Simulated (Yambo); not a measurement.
Input of a Yambo 5.3.0 run:

The input optics4.in:

```
optics
chi
Chimod= "HARTREE"
% BndsRnXd
 1 | 27 |
%
NGsBlkXd= 2 Ry
% LongDrXd
 1 | 0 | 0 |
%
% QpntsRXd
 1 | 1 |
%
% EnRngeXd
 0 | 30 | eV
%
% DmRngeXd
 0.1 | 0.1 | eV
%
ETStpsXd= 150
```

The input scf.in:

```
&CONTROL
  calculation = 'scf'
  prefix = 'pwscf'
  outdir = './tmp'
  pseudo_dir = './pseudo'
/
&SYSTEM
  ibrav = 0
  nat = 1
  ntyp = 1
  ecutwfc = 40
  nbnd = 6
  occupations = 'smearing'
  smearing = 'fd'
  degauss = 0.00367493
  force_symmorphic = .true.
/
&ELECTRONS
  conv_thr = 2d-10
  electron_maxstep = 120
  mixing_beta = 0.5
/
ATOMIC_SPECIES
Al    26.9815 Al.upf
CELL_PARAMETERS angstrom
   0.0000000000    2.0248050000    2.0248050000
   2.0248050000    0.0000000000    2.0248050000
   2.0248050000    2.0248050000    0.0000000000
ATOMIC_POSITIONS crystal
Al     0.0000000000    0.0000000000    0.0000000000
K_POINTS automatic
24 24 24 0 0 0
```

Contents of nscf.in:

```
&CONTROL
  calculation = 'nscf'
  prefix = 'pwscf'
  outdir = './tmp'
  pseudo_dir = './pseudo'
/
&SYSTEM
  ibrav = 0
  nat = 1
  ntyp = 1
  ecutwfc = 40
  nbnd = 32
  occupations = 'smearing'
  smearing = 'fd'
  degauss = 0.00367493
  force_symmorphic = .true.
/
&ELECTRONS
  conv_thr = 1d-08
  diago_full_acc = .true.
  diago_thr_init = 1d-06
/
ATOMIC_SPECIES
Al    26.9815 Al.upf
CELL_PARAMETERS angstrom
   0.0000000000    2.0248050000    2.0248050000
   2.0248050000    0.0000000000    2.0248050000
   2.0248050000    2.0248050000    0.0000000000
ATOMIC_POSITIONS crystal
Al     0.0000000000    0.0000000000    0.0000000000
K_POINTS automatic
24 24 24 0 0 0
```

Potentials or basis: PseudoDojo 0.4.1 SR PBE standard.

The run is started by

```bash
$ OMP_NUM_THREADS=1 pw.x -in scf.in > scf.out
$ OMP_NUM_THREADS=1 pw.x -in nscf.in > nscf.out
$ cd tmp/pwscf.save; p2y; mv SAVE ../..; cd ../..
$ OMP_NUM_THREADS=1 yambo
$ OMP_NUM_THREADS=1 yambo -F optics4.in -J optics4 -C optics4_out
```

What does it give for the peak of the energy-loss function?

9.3 eV.

What does it give for the band gap on the k mesh, mean-field level?

None (metal or under the smearing width).

Dielectric function (along the field direction of the input):
```
energy (eV)  real part  imaginary part
       0.40      54.59          121.31
       1.01       2.84           19.91
       1.61     -15.09           25.15
       2.42     -17.00            6.39
       3.02      -4.07            5.11
       3.62      -6.71            1.60
       4.43      -2.06            3.24
       5.03      -2.74            0.46
       5.64      -1.28            0.63
       6.44      -1.22            0.22
       7.05      -0.54            0.43
       7.65      -0.58            0.13
       8.46      -0.17            0.23
       9.06      -0.10            0.09
       9.66       0.10            0.08
      10.47       0.18            0.06
      11.07       0.31            0.06
      11.68       0.33            0.06
      12.48       0.46            0.04
      13.09       0.48            0.04
      13.69       0.55            0.03
      14.50       0.58            0.03
      15.10       0.63            0.02
      15.70       0.65            0.03
      16.51       0.70            0.02
      17.11       0.70            0.03
      17.72       0.73            0.01
      18.52       0.75            0.02
      19.13       0.77            0.02
      19.93       0.78            0.01
```

Caveat: the intraband (Drude) term of the metal is left out; these spectra lack excitons.
